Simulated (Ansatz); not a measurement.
CH3F2Sn, SMILES [CH3][Sn]([F])[F], a single point from an input written key by key

Program: Ansatz 0.2.0 through its Python package.

Contents of `input.yaml`:
```yaml
crystal:
  periodic: [false, false, false]
  atoms:
    - { symbol: C, position_ang: [-0.3338, 0.8304, -0.2004] }
    - { symbol: Sn, position_ang: [-0.0399, -1.0907, 0.5752] }
    - { symbol: F, position_ang: [1.6164, -1.1052, 1.5284] }
    - { symbol: F, position_ang: [0.1151, -2.3544, -0.8894] }
    - { symbol: H, position_ang: [-1.3418, 0.8802, -0.783] }
    - { symbol: H, position_ang: [-0.4256, 1.6219, 0.6201] }
    - { symbol: H, position_ang: [0.4708, 1.1498, -0.8966] }
magnetization:
  spin_polarized: true
  initial_magnetization: 1
basis:
  gaussian: { orbitals: def2-SVP }
hamiltonian:
  xc: pbe0
output:
  forces: true
```

The script, `run_deck.py`:
```python
"""CH3F2Sn through the session interface."""

import logging
import sys

import ansatz as az
import numpy as np

logging.basicConfig(stream=sys.stdout, format="%(levelname)s %(message)s")
logger = logging.getLogger("run")
logger.setLevel(logging.INFO)

session = az.Session.from_deck("input.yaml")
rep = session.plan(threads=1).execute().report

logger.info("reference energy %16.6f eV" % rep["reference_energy_ev"])
logger.info("total energy     %16.6f eV" % rep["free_energy_ev"])
print("occupied orbitals outside the frozen core (up, down):", rep["n_occupied"], " frozen:", rep["n_frozen"], " virtual:", rep["n_virtual"])
symbols = ["C", "Sn", "F", "F", "H", "H", "H"]
field = rep["mean_field"]
print("<S^2> =", round(abs(field["state"]["spin_squared"]), 4), " all-electron relativity setting:", field["relativity"])
print("passes:", field["passes"])
if "symmetry" in field:
    print("occupied orbitals by irrep:", field["symmetry"]["occupied"])

logger.info("forces (eV/A)")
for symbol, f in zip(symbols, rep["forces_ev_ang"]):
    logger.info(f"  {symbol:2s} {f[0]:9.4f} {f[1]:9.4f} {f[2]:9.4f}")
charges = rep["charge_distribution"]
dipole = np.array(charges["dipole_moment_e_ang"]) * 4.803205
logger.info("dipole (D): {:.3f} {:.3f} {:.3f}, length {:.3f}".format(*dipole, np.linalg.norm(dipole)))
logger.info("atom  Mulliken   Lowdin")
for symbol, m, l in zip(symbols, charges["mulliken_charges_e"], charges["lowdin_charges_e"]):
    logger.info(f"{symbol:4s} {m:9.3f} {l:8.3f}")
```

Running `python run_deck.py` prints:
```text
INFO reference energy    -12340.116448 eV
INFO total energy        -12340.116448 eV
occupied orbitals outside the frozen core (up, down): [25, 24]  frozen: 0  virtual: [58, 59]
<S^2> = 0.7531  all-electron relativity setting: none
passes: {'evaluations': 17, 'products': 14}
occupied orbitals by irrep: [{'A': 25}, {'A': 24}]
INFO forces (eV/A)
INFO   C    -1.7644    2.5152   -0.8113
INFO   Sn   -1.0479   -0.7737    0.3441
INFO   F     0.9073   -0.0548    0.2871
INFO   F     0.2132   -0.0535   -0.1621
INFO   H     1.5886   -0.2787    0.8751
INFO   H     0.2330   -1.0790   -0.7671
INFO   H    -0.1298   -0.2755    0.2341
INFO dipole (D): -2.469 2.772 0.245, length 3.720
INFO atom  Mulliken   Lowdin
INFO C       -0.385   -0.152
INFO Sn       0.925    0.365
INFO F       -0.436   -0.165
INFO F       -0.439   -0.180
INFO H        0.111    0.052
INFO H        0.111    0.045
INFO H        0.114    0.035
```

Reading the output:
- Total energies depend on the basis set; only differences at equal settings carry meaning.
- The geometry is a force-field or estimated start, not a minimum of this method, and the basis set is short of its limit.
- The species is open-shell (spin multiplicity 2).
- The Löwdin charges here are taken after orthogonalising the functions within each atom; they differ from plain Löwdin charges, and their signs can be unphysical.
- Timing: 9.2 s on 1 thread of Arm Neoverse N1, on a shared host, peak memory 0.28 GiB.
